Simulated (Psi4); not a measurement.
# CH5In (InH2Me): levels of theory compared

Aim: a comparison of 4 runs (HF-D4/STO-6G, HF/STO-3G, HF/def2-SVP, B3LYP/def2-TZVP) of CH5In (InH2Me). 

Program for the calculation: Psi4 1.11.

3 further runs of the same task are left out: 1 that didn't finish, 2 set aside as unsound or not needed.

**1. Starting point**

CH5In has 7 atoms, charge 0, and is taken as a singlet. SMILES: `[H][In]([H])[CH3]`. The shape comes from GFN2-xTB, which is rough for such elements, and wasn't checked as a minimum.

Bond lengths: In1–C4 2.214 Å, In1–H2 1.738 Å, In1–H3 1.738 Å, C4–H5 1.090 Å, C4–H6 1.090 Å, C4–H7 1.090 Å. Angles: In1–C4–H5 109.8°, In1–C4–H6 109.7°, In1–C4–H7 109.6°, H2–In1–C4 124.3°, H3–In1–C4 124.4°, H5–C4–H6 109.0°, H5–C4–H7 108.9°, H6–C4–H7 109.8°, H2–In1–H3 111.3°.

**2. The energy at HF-D4/STO-6G (run 1)**

ch5in.xyz

```xyz
7
CH5In
In     0.568590     0.991370    -0.000130
H      2.300860     1.125080     0.031680
H     -0.185750     2.556250    -0.041890
C     -0.534230    -0.928610     0.003940
H     -0.624570    -1.305480    -1.014910
H     -1.532210    -0.778420     0.416970
H      0.007300    -1.660190     0.604340
```

run.py

```python
import psi4

psi4.set_memory(1600000000)
psi4.set_num_threads(1)
psi4.core.set_output_file('output.dat', False)

with open('ch5in.xyz') as f:
    atoms = ''.join(f.readlines()[2:])
m = psi4.geometry('0 1\n' + atoms + '')

psi4.set_options({
    'basis': 'STO-6G',
    'scf_type': 'pk',
    'print': 2,
})

e, wfn = psi4.energy("hf-d4", molecule=m, return_wfn=True)
print(f'hf-d4 energy: {e:.10f} Eh')
```

Command:

```console
$ python run.py
```

output.dat:

```text
[...]
  Running in c1 symmetry.
[...]
  Nuclear repulsion =  140.536543543698770
[...]
  Multiplicity = 1
[...]
  Nalpha       = 30
  Nbeta        = 30
[...]
      Number of basis functions:        37
[...]
   @RHF iter   1: -5753.08822506912929   -3.99437e+00   1.41330e-02 DIIS/ADIIS
[...]
   @RHF iter   7: -5753.34799707227012   -1.85482e-08   2.60468e-07 DIIS
[...]
  @RHF Final Energy: -5753.34799707227012
   => Energetics <=
    Nuclear Repulsion Energy =            140.5365435436987696
    One-Electron Energy =               -8244.8626729574807541
    Two-Electron Energy =                2350.9896799435673529
    Total Energy =                      -5753.3479970722701182
[...]
 Multipole Moments:
 ------------------------------------------------------------------------------------
     Multipole            Electronic (a.u.)      Nuclear  (a.u.)        Total (a.u.)
 ------------------------------------------------------------------------------------
 L = 1.  Multiply by 2.5417464519 to convert [e a0] to [Debye]
 Dipole X            :          4.0536405           -4.0772418           -0.0236012
 Dipole Y            :          7.0690913           -7.1088847           -0.0397934
 Dipole Z            :          0.0031634            0.0009423            0.0041057
 Magnitude           :                                                    0.0464477
[...]
```

On the terminal:

```text
hf-d4 energy: -5753.3479970723 Eh
```

Run time: 3.9 s. Hardware: 1 thread of Intel Xeon 6975P-C (Granite Rapids), shared host; peak memory 0.2 GiB.

**3. Energy and forces at HF/STO-3G (run 2)**

job.py

```python
import psi4

psi4.set_memory(1600000000)
psi4.set_num_threads(1)
psi4.core.set_output_file('output.dat', False)

mol = psi4.geometry("""
0 1
In     0.568590     0.991370    -0.000130
H      2.300860     1.125080     0.031680
H     -0.185750     2.556250    -0.041890
C     -0.534230    -0.928610     0.003940
H     -0.624570    -1.305480    -1.014910
H     -1.532210    -0.778420     0.416970
H      0.007300    -1.660190     0.604340
symmetry c1
""")

psi4.set_options(dict(puream=True, e_convergence=1e-09, d_convergence=1e-08, scf_type='pk'))

e, wfn = psi4.gradient('hf/STO-3G', molecule=mol, return_wfn=True)
psi4.oeprop(wfn, 'DIPOLE', 'WIBERG_LOWDIN_INDICES', 'MAYER_INDICES', title='HF')
print('gradient / Eh bohr^-1')
print(e.np.round(6))
print(f'energy = {wfn.energy():.10f} Eh')
```

Command:

```console
$ python job.py
```

output.dat:

```text
[...]
  Running in c1 symmetry.
[...]
  Nuclear repulsion =  140.536543543698770
[...]
  Multiplicity = 1
[...]
  Nalpha       = 30
  Nbeta        = 30
[...]
    Number of basis functions: 37
[...]
   @RHF iter   1: -5722.91444952534039   -4.00986e+00   1.39691e-02 DIIS/ADIIS
[...]
   @RHF iter   9: -5723.16828117850855    8.18545e-12   9.65064e-09 DIIS
[...]
  @RHF Final Energy: -5723.16828117850855
   => Energetics <=
    Nuclear Repulsion Energy =            140.5365435436987696
    One-Electron Energy =               -8205.1641209617009736
    Two-Electron Energy =                2341.4592962394940514
    Total Energy =                      -5723.1682811785085505
[...]
  -Total Gradient:
     Atom            X                  Y                   Z
    ------   -----------------  -----------------  -----------------
       1       -0.009384464864    -0.015946549282     0.001182699653
       2        0.034722752210     0.008932018722     0.000458266908
       3       -0.009715463574     0.034543635570    -0.000859653288
       4       -0.019377250365    -0.034595140668    -0.001474529137
       5        0.001577305930     0.001008595513    -0.007818347964
       6       -0.006257859040     0.007297292786     0.003442813247
       7        0.008434979669    -0.001239852924     0.005068750581
[...]
```

The script printed:

```text
gradient / Eh bohr^-1
[[-0.009384 -0.015947  0.001183]
 [ 0.034723  0.008932  0.000458]
 [-0.009715  0.034544 -0.00086 ]
 [-0.019377 -0.034595 -0.001475]
 [ 0.001577  0.001009 -0.007818]
 [-0.006258  0.007297  0.003443]
 [ 0.008435 -0.00124   0.005069]]
energy = -5723.1682811785 Eh
```

Wall time 1.7 s (1 thread of Intel Xeon 6975P-C (Granite Rapids), shared host); peak memory 0.19 GiB.

**4. Energy and gradient at HF/def2-SVP (core potential) (run 3)**

calc.py

```python
import psi4

psi4.set_memory(1600000000)
psi4.set_num_threads(1)
psi4.core.set_output_file('ch5in.out', False)

m = psi4.geometry("""
0 1
In     0.568590     0.991370    -0.000130
H      2.300860     1.125080     0.031680
H     -0.185750     2.556250    -0.041890
C     -0.534230    -0.928610     0.003940
H     -0.624570    -1.305480    -1.014910
H     -1.532210    -0.778420     0.416970
H      0.007300    -1.660190     0.604340
units angstrom
symmetry c1
""")

psi4.set_options(dict(basis='def2-SVP', reference='rhf', puream=True, e_convergence=1e-09, d_convergence=1e-08, scf_type='pk'))

result = psi4.gradient('scf')
print('gradient / Eh bohr^-1')
print(result.np.round(6))
```

Command:

```console
$ python calc.py
```

ch5in.out:

```text
[...]
    !!!  WARNING: ECP capability is in beta. Please check occupations closely.  !!!
[...]
  Running in c1 symmetry.
[...]
  Nuclear repulsion =   67.333474709925611
[...]
  Multiplicity = 1
[...]
  Nalpha       = 16
  Nbeta        = 16
[...]
    Number of basis functions: 65
[...]
   @RHF iter   1:  -229.82800812015458   -1.49784e+00   5.81444e-03 ADIIS/DIIS
[...]
   @RHF iter  10:  -229.91429729636553   -3.21165e-12   4.38194e-09 DIIS
[...]
    Orbital Energies [Eh]
    ---------------------
    Doubly Occupied:
       1A    -11.219075     2A     -5.376628     3A     -3.638443
       4A     -3.628671     5A     -3.627609     6A     -1.026982
       7A     -1.018555     8A     -1.018210     9A     -1.015493
      10A     -1.015052    11A     -0.899270    12A     -0.547624
      13A     -0.545846    14A     -0.536926    15A     -0.386713
      16A     -0.377433
[...]
  @RHF Final Energy:  -229.91429729636553
   => Energetics <=
    Nuclear Repulsion Energy =             67.3334747099256106
    One-Electron Energy =                -522.7384817699031601
    Two-Electron Energy =                 225.4907097636120170
    Total Energy =                       -229.9142972963655325
[...]
  -Total Gradient:
     Atom            X                  Y                   Z
    ------   -----------------  -----------------  -----------------
       1        0.001434749414     0.002667923408     0.000651205339
       2       -0.003340510778     0.003951262000    -0.000171928680
       3        0.005082143963    -0.000882874698     0.000075598675
       4       -0.004646359526    -0.009407359419    -0.002385943511
       5        0.000335083976     0.000928207774     0.000871579515
       6        0.000101444836     0.001624187720     0.000460126779
       7        0.001033448116     0.001118653214     0.000499361883
[...]
```

Standard output:

```text
gradient / Eh bohr^-1
[[ 1.435e-03  2.668e-03  6.510e-04]
 [-3.341e-03  3.951e-03 -1.720e-04]
 [ 5.082e-03 -8.830e-04  7.600e-05]
 [-4.646e-03 -9.407e-03 -2.386e-03]
 [ 3.350e-04  9.280e-04  8.720e-04]
 [ 1.010e-04  1.624e-03  4.600e-04]
 [ 1.033e-03  1.119e-03  4.990e-04]]
```

Wall time 2.7 s (1 thread of Intel Xeon 6975P-C (Granite Rapids), shared host); peak memory 0.23 GiB.

**5. Energy and forces at B3LYP/def2-TZVP (core potential) (run 4)**

ch5in.xyz is that of step 2.

ch5in_ase.py

```python
import numpy as np
from ase.calculators.psi4 import Psi4
from ase.io import read

a = read('ch5in.xyz')
calc = Psi4(atoms=a, method='b3lyp', basis='def2-TZVP', memory='1600MB', num_threads=1, charge=0, multiplicity=1, label='ch5in', reference='rks')
calc.psi4.set_options({'puream': True, 'e_convergence': 1e-09, 'd_convergence': 1e-08, 'scf_type': 'pk', 'dft_radial_points': 99, 'dft_spherical_points': 590})
a.calc = calc

forces = a.get_forces()
print(f'energy: {a.get_potential_energy():.6f} eV')
print('forces / eV A^-1')
print(np.round(forces, 5))
```

Command:

```console
$ python ch5in_ase.py
```

ch5in.dat:

```text
[...]
    !!!  WARNING: ECP capability is in beta. Please check occupations closely.  !!!
[...]
  Running in c1 symmetry.
[...]
  Nuclear repulsion =   67.333474709925611
[...]
  Multiplicity = 1
[...]
  Nalpha       = 16
  Nbeta        = 16
[...]
    Number of basis functions: 111
[...]
   @RKS iter   1:  -230.85038119199194   -7.86521e-01   8.64673e-03 ADIIS/DIIS
[...]
   @RKS iter  11:  -231.30210920126615   -4.09273e-12   8.17486e-09 DIIS
[...]
  @RKS Final Energy:  -231.30210920126615
   => Energetics <=
    Nuclear Repulsion Energy =             67.3334747099256106
    One-Electron Energy =                -522.9758901419323820
    Two-Electron Energy =                 243.8444834531845231
    DFT Exchange-Correlation Energy =     -19.5041772224438859
    Empirical Dispersion Energy =           0.0000000000000000
    VV10 Nonlocal Energy =                  0.0000000000000000
    Total Energy =                       -231.3021092012661484
[...]
  -Total Gradient:
     Atom            X                  Y                   Z
    ------   -----------------  -----------------  -----------------
       1        0.002133101033     0.003898467717     0.000684916195
       2       -0.001374509020     0.003409368560    -0.000134546368
       3        0.003626710749     0.000546771726     0.000011798390
       4       -0.003595140900    -0.007689208578    -0.002601176948
       5       -0.000356902429    -0.000328575223     0.000444197199
       6       -0.000923299495     0.000470479182     0.000739407766
       7        0.000489471383    -0.000308053794     0.000855351052
[...]
```

Standard output:

```text
energy: -6294.050982 eV
forces / eV A^-1
[[-0.10969 -0.20047 -0.03522]
 [ 0.07068 -0.17532  0.00692]
 [-0.18649 -0.02812 -0.00061]
 [ 0.18487  0.39539  0.13376]
 [ 0.01835  0.0169  -0.02284]
 [ 0.04748 -0.02419 -0.03802]
 [-0.02517  0.01584 -0.04398]]
```

Wall time 22 s (1 thread of Intel Xeon 6975P-C (Granite Rapids), shared host); peak memory 0.65 GiB.

**6. Overview of the runs**

| run | level | task | symmetry | energy (Eh) | dipole moment (D) | HOMO energy (eV) | LUMO energy (eV) | wall time |
| --- | --- | --- | --- | --- | --- | --- | --- | --- |
| 1 | HF-D4/STO-6G | energy | auto | -5753.347997 | 0.12 | -8.20 | 5.73 | 3.9 s |
| 2 | HF/STO-3G | gradient | c1 | -5723.168281 | 0.14 | -8.09 | 5.93 | 1.7 s |
| 3 | HF/def2-SVP (core potential) | gradient | c1 | -229.914297 | 0.90 | -10.27 | 0.96 | 2.7 s |
| 4 | B3LYP/def2-TZVP (core potential) | gradient | c1 | -231.302109 | 0.93 | -7.42 | -1.87 | 22 s |

**7. What came out**

```
                       quantity          value
            run 4: total energy  -231.30211 Eh
           run 4: dipole moment         0.93 D
             run 4: HOMO energy       -7.42 eV
             run 4: LUMO energy       -1.87 eV
           run 4: HOMO–LUMO gap        5.54 eV
run 4: largest force on an atom     0.457 eV/Å
```

What this shows: The dipole moment (its size) runs from 0.12 D (HF-D4/STO-6G) to 0.93 D (B3LYP/def2-TZVP). The two ends differ in method and basis and core potential. The HOMO–LUMO gap runs from 5.54 eV (B3LYP/def2-TZVP) to 14.02 eV (HF/STO-3G). Some runs of one species differ in core potentials or relativity; totals across that change don't compare. In runs 1, 2 the basis is minimal, so the values are rough. In runs 1, 2 relativity is left out where basis or elements ask for it. All runs together took 30 s, the longest 22 s.
